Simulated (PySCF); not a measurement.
# C2H5F3SeSi: electronic excitations

Aim: predict the electronic excitations of C2H5F3SeSi (`FC(F)(F)C[SiH2][SeH]`).

Programs: PySCF 2.14.0, with density-fitted response routines of our own. Each step states its level of theory. These are calculated values for one molecule in the gas phase, unless marked as measured. Atoms count from 0, in the outputs and in this text.

**1. The molecule as given**

12 atoms, charge 0, multiplicity 1; geometry from: GFN2-xTB.

Bonds of the start (Å): F0–C1 1.34, C1–F2 1.34, C1–F3 1.34, C1–C4 1.50, C4–Si5 1.91, Si5–Se6 2.28, C4–H7 1.09, C4–H8 1.09, Si5–H9 1.46, Si5–H10 1.46, Se6–H11 1.44.

**2. Excited states and response: CAM-B3LYP/def2-SVPD**

What the job is given:

```
{"job": {"kind": "uv", "xc": "CAM-B3LYP", "basis": "def2-SVPD", "nstates": 8, "ntriplets": 3}, "charge": 0, "multiplicity": 1}
F     -1.766475    -1.163853    -0.925633
C     -1.576740    -0.455074     0.201037
F     -2.126804     0.751582    -0.023127
F     -2.333885    -1.042081     1.142545
C     -0.133600    -0.355224     0.578550
Si     0.829805     0.421446    -0.878530
Se     3.023773     0.541801    -0.270259
H     -0.070179     0.244133     1.486666
H      0.223603    -1.358406     0.809609
H      0.300448     1.755935    -1.144068
H      0.806307    -0.472301    -2.027143
H      2.824945     1.131356     1.024326
```

With the program's defaults for keys left out, this is: TDDFT CAM-B3LYP/def2-SVPD, vertical, gas phase, core orbitals frozen in the response.

Run with:

```console
OMP_NUM_THREADS=1 python probes_run.py task.json out
```

One launch serves the whole session: the jobs run in the order shown.

Output:

```text
coarse grid: 52368 points
cycle   1  E = -3069.0544744773  dE =  4.727e-02  |g| = 9.169e-01  |ddm| = 4.157e+00
cycle   2  E = -3069.0136274752  dE =  4.085e-02  |g| = 1.125e+00  |ddm| = 1.826e+00
cycle   3  E = -3069.2145015813  dE = -2.009e-01  |g| = 7.493e-02  |ddm| = 9.348e-01
cycle   4  E = -3069.2155109519  dE = -1.009e-03  |g| = 2.420e-02  |ddm| = 1.136e-01
cycle   5  E = -3069.2156436050  dE = -1.327e-04  |g| = 6.086e-03  |ddm| = 3.723e-02
cycle   6  E = -3069.2156520941  dE = -8.489e-06  |g| = 1.207e-03  |ddm| = 9.722e-03
final grid: 109088 points
cycle   7  E = -3069.2156106346  dE = -2.678e-07  |g| = 1.002e-03  |ddm| = 4.656e-03
cycle   8  E = -3069.2156106536  dE = -1.900e-08  |g| = 1.019e-03  |ddm| = 2.301e-03
cycle   9  E = -3069.2156108710  dE = -2.174e-07  |g| = 1.278e-04  |ddm| = 1.041e-03
cycle  10  E = -3069.2156108736  dE = -2.622e-09  |g| = 2.265e-05  |ddm| = 1.241e-04
cycle  11  E = -3069.2156108738  dE = -2.060e-10  |g| = 1.179e-05  |ddm| = 6.002e-05
converged SCF energy = -3069.2156108738

Static polarisability (au): isotropic 81.258, principal 70.065 74.893 98.816

Singlet excitations
state   eV       nm        f      main configurations
  1   5.5173    224.7   0.00844   H->L 0.51, H->L+1 0.27, H->L+2 0.12
  2   5.8015    213.7   0.02778   H->L 0.44, H->L+1 0.41
  3   6.6044    187.7   0.01774   H->L+2 0.47, H->L+1 0.17, H->L+3 0.15
  4   7.1000    174.6   0.00115   H->L+3 0.69, H->L+2 0.24
  5   7.3862    167.9   0.05202   H->L+4 0.54, H->L+8 0.22
  6   7.5312    164.6   0.04087   H-1->L 0.76
  7   7.6028    163.1   0.02860   H->L+8 0.36, H->L+4 0.22, H->L+5 0.15
  8   7.6365    162.4   0.05829   H->L+5 0.48, H->L+6 0.21, H->L+9 0.10

Triplet excitations (Tamm-Dancoff, eV): 5.0955 5.4212 6.3593
```

It took 84 s on 1 thread of Arm Neoverse N1, shared host; peak memory 0.97 GiB.

Frontier orbitals and where they lie:

```csv
orbital,eV,atoms
HOMO−3,-11.85,"Si5 34 %, H9 22 %, H10 13 %"
HOMO−2,-11.63,"Si5 30 %, C4 25 %, H10 18 %"
HOMO−1,-10.34,"Se6 62 %, Si5 18 %, C4 6 %"
HOMO,-8.54,"Se6 78 %, Si5 10 %, H11 7 %"
LUMO,0.46,"Se6 51 %, Si5 17 %, H11 16 %"
LUMO+1,0.76,"Se6 44 %, Si5 16 %, C4 7 %"
LUMO+2,1.07,"Se6 35 %, Si5 19 %, C4 9 %"
```

With each of the 8 states as a Gaussian band of 0.4 eV half-width at 1/e, the curve within the window shown has maxima at 215 nm (ε 1,400), 164 nm (ε 6,800) L/(mol cm). Beyond the last state computed it falls off for lack of states. The curve at chosen wavelengths:

(nm, ε (L/mol/cm)): (156, 2833), (160, 5484), (164, 6839), (167, 6314), (171, 4324), (175, 2368), (179, 1275), (183, 906), (186, 832), (190, 761), (194, 675), (198, 659), (202, 780), (205, 945), (209, 1182), (213, 1335), (217, 1342), (221, 1210), (224, 1050), (228, 808), (232, 576), (236, 384), (240, 242), (243, 164), (247, 94), (251, 51)

Further results of this job:

```csv
property,computed
dipole moment (D),1.50
polarisability (Å³),12.04
HOMO–LUMO gap (eV),8.99
−ε(HOMO) (eV),8.54
```

**3. Summary of results**

| quantity | value |
| --- | --- |
| lowest singlet (CAM-B3LYP/def2-SVPD) | 5.52 eV (225 nm), f = 0.008 |
| brightest single state of those computed | state 8, 7.64 eV, f = 0.058 |
| lowest triplet | 5.10 eV |

In words: The lowest singlet, at 5.52 eV, is HOMO→LUMO 0.51, HOMO→LUMO+1 0.27 and is weak; of the 8 states computed, the strongest absorption comes from state 8 at 7.64 eV (the last computed, so partners may be missing). The lowest triplet lies 0.42 eV below the lowest singlet (triplets in Tamm-Dancoff, singlets in full TDDFT).
